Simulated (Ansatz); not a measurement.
Crystal: ZnRe2.

```
Zn Re
1.0
     0.00000    2.89556    2.89556
     2.89556    0.00000    2.89556
     2.89556    2.89556    0.00000
Zn Re
1 2
Cartesian
  0.0000 0.0000 0.0000
  4.3433 4.3433 4.3433
  1.4478 1.4478 1.4478
```

The cell was built by a generator and needn't be a form met in nature.

Base run:

```yaml
Program: Ansatz 0.2.0
Functional: PBE
Potentials_or_basis: Ansatz PAW
Cutoff: 420 eV
Density_cutoff: 1680 eV
k_mesh: 8 × 8 × 8
Occupations: fermi-dirac, width 0.05 eV
Spin: no spin polarisation
```

Its results: band gap on the k mesh none (metal or under the smearing width); pressure 0.0 GPa.

Question: After a change of settings the same cell gave: band gap on the k mesh none (metal or under the smearing width); pressure 3.5 GPa. Which change was it?
A. functional from PBE to LDA
B. functional from PBE to r2SCAN; cutoff from 420 eV to 500 eV; density cutoff from 1680 eV to 2000 eV
C. functional from PBE to PBEsol
D. functional from PBE to RPBE

Answer: D.

RPBE binds less tightly than PBE, so the same cell stands under more pressure.

Caveats: the potentials were made for another functional, which shifts forces and pressure (some runs); the PAW data sets come from PBE, with cores solved anew for the run's functional, which leaves a small shift of forces and pressure (some runs).

Not every run made on this cell is shown here.
